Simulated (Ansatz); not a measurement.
# CH₃BiF₂: up Jacob's ladder to CCSD(T)

One table from this session's results is given with a row withheld; the runs are named, their logs left out.

The runs use Ansatz 0.2.0, Gaussian basis; functionals in def2-TZVPP, the program's frozen cores in correlated methods.

The runs, in order: LDA (SPW92), PBE-D4, revPBE-D4, BLYP-D4, r2SCAN-D4, B97M-V, PBE0-D4, B3LYP-D4, r2SCANh-D4, r2SCAN0-D4, HSE06-D4, BHLYP-D4, CAM-B3LYP-D4, LC-ωPBE, ωB97X-V, ωB97M-V, B2PLYP, PBE-QIDH; CCSD(T)/def2-SVP; CCSD(T)/def2-TZVPP; MP2/def2-QZVPP; extrapolation to the limit; RPA on PBE.

### Structure used throughout

All runs share one geometry, relaxed beforehand with PBE0-D4 in a triple-zeta def2 set. Bi takes the def2 core potential; no spin-orbit term is included.

SMILES `[CH3][Bi]([F])[F]`, 7 atoms, charge 0, spin multiplicity 1.

Atoms are counted from 1 here; the program's logs count them from 0.

Bond lengths: C1–Bi2 2.220 Å, C1–H5 1.091 Å, C1–H6 1.090 Å, C1–H7 1.091 Å, Bi2–F3 2.010 Å, Bi2–F4 2.010 Å. Angles: Bi2–C1–H5 110.1°, Bi2–C1–H6 106.2°, Bi2–C1–H7 110.0°, H5–C1–H6 110.2°, H5–C1–H7 110.2°, H6–C1–H7 110.2°, C1–Bi2–F3 92.2°, C1–Bi2–F4 92.2°, F3–Bi2–F4 96.0°.

The first run:

Input file in.yaml:

```yaml
crystal:
  periodic: [false, false, false]
  atoms:
    - {symbol: C, position_ang: [-0.294042, 0.794295, -0.310526]}
    - {symbol: Bi, position_ang: [0.912213, -1.066791, -0.418297]}
    - {symbol: F, position_ang: [1.581597, -0.834027, 1.462537]}
    - {symbol: F, position_ang: [-0.668430, -2.212182, 0.060789]}
    - {symbol: H, position_ang: [-0.972377, 0.850521, -1.162971]}
    - {symbol: H, position_ang: [-0.861562, 0.735950, 0.617903]}
    - {symbol: H, position_ang: [0.363901, 1.664231, -0.295036]}
basis:
  gaussian: {orbitals: def2-TZVPP}
hamiltonian: {xc: lda}
output: {orbitals: {seedname: orbitals}}
```

Among the steps run: LDA; PBE-D4 (GGA); revPBE-D4 (GGA); BLYP-D4 (GGA); r2SCAN-D4 (meta-GGA); B97M-V (meta-GGA); PBE0-D4 (hybrid); B3LYP-D4 (hybrid); r2SCANh-D4 (hybrid); r2SCAN0-D4 (hybrid); HSE06-D4 (hybrid); BHLYP-D4 (hybrid); CAM-B3LYP-D4 (range-separated); LC-ωPBE-D4 (range-separated; the results give it without D4); ωB97X-V (range-separated); ωB97M-V (range-separated); B2PLYP (double hybrid); PBE-QIDH (double hybrid).

One of the session's tables, all rows but one given; the rest of the session is left out.

It belongs to the step «Orbital energies across the functionals». 

```
  functional  HOMO (eV)  LUMO (eV)  gap (eV)
 LDA (SPW92)      -6.88      -2.37      4.52
      PBE-D4      -6.66      -2.08      4.58
   revPBE-D4          ?          ?         ?
     BLYP-D4      -6.54      -2.05      4.50
   r2SCAN-D4      -6.96      -1.82      5.14
      B97M-V      -6.89      -1.94      4.96
     PBE0-D4      -7.88      -1.34      6.54
    B3LYP-D4      -7.68      -1.63      6.06
  r2SCANh-D4      -7.41      -1.56      5.85
  r2SCAN0-D4      -8.08      -1.18      6.90
    HSE06-D4      -7.49      -1.71      5.78
    BHLYP-D4      -8.95      -0.64      8.31
CAM-B3LYP-D4      -9.17      -0.46      8.70
     LC-ωPBE     -10.39       0.76     11.15
     ωB97X-V     -10.07       0.62     10.69
     ωB97M-V      -9.99       0.39     10.37
```

Q: Estimate the row for revPBE-D4 from the others.

**Answer.** HOMO (eV): -6.59; LUMO (eV): -1.96; gap (eV): 4.62. In the column «HOMO (eV)» it lies between PBE-D4 (-6.66) and BLYP-D4 (-6.54).
